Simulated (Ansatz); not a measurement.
# In2CuO4: the cost of one run

Method: DFT, levels as named, plane waves, PAW, in Ansatz 0.2.0.

## (1) The starting structure

It takes space group I4/mmm (No. 139, tetragonal). Conventional cell: a = 3.957 Å, b = 3.957 Å, c = 12.080 Å, α = 90.00°, β = 90.00°, γ = 90.00°. Around In (site symmetry 4mm) lie 8 O at 2.34 to 2.66 Å. Around Cu (site symmetry 4/mmm) lie 4 O at 1.98 Å. Around O (site symmetry mmm) lie 2 Cu at 1.98 Å and 4 In at 2.66 Å. Around O (site symmetry -4m2) lie 4 In at 2.34 Å.

Structure file:

```
CELL_PARAMETERS angstrom
-1.97850 1.97850 6.04000
1.97850 -1.97850 6.04000
1.97850 1.97850 -6.04000
ATOMIC_POSITIONS crystal
In 0.35290 0.35290 0.00000
In 0.64710 0.64710 0.00000
Cu 0.00000 0.00000 0.00000
O 0.50000 0.00000 0.50000
O 0.00000 0.50000 0.50000
O 0.75000 0.25000 0.50000
O 0.25000 0.75000 0.50000
```

## (2) Relaxation with PBE

File input.yaml:

```yaml
crystal:
  lattice:
    - [-1.9785, 1.9785, 6.04]
    - [1.9785, -1.9785, 6.04]
    - [1.9785, 1.9785, -6.04]
  atoms:
    - { symbol: In, position: [0.3529, 0.3529, 0.0] }
    - { symbol: In, position: [0.6471, 0.6471, 0.0] }
    - { symbol: Cu, position: [0.0, 0.0, 0.0] }
    - { symbol: O, position: [0.5, 0.0, 0.5] }
    - { symbol: O, position: [0.0, 0.5, 0.5] }
    - { symbol: O, position: [0.75, 0.25, 0.5] }
    - { symbol: O, position: [0.25, 0.75, 0.5] }
  symmetry: { tolerance: 0.0003 }
hamiltonian:
  xc: pbe
  pseudopotentials: { kind: paw, azcp: { folder: soft_1 } }
basis:
  ecutwfc: 420
magnetization:
  spin_polarized: false
scf:
  occupations: { method: fermi_dirac, width: 0.1 }
kpoints:
  mp_grid: { grid: [7, 7, 7], shift: [0, 0, 0] }
output:
  forces: true
  stress: true
  eigenvalues: true
relax:
  max_steps: 60
  cell: {}
```

The run is started by

```bash
$ ansatz run input.yaml --threads 2 --pin off --max-ram 5632MiB --backend cpu --events-out ev --progress --plain --runs-dir out
```

What time and memory should one allow on 2 threads of Arm Neoverse V2, shared host?

About 45 s, with a peak of 0.45 GiB.
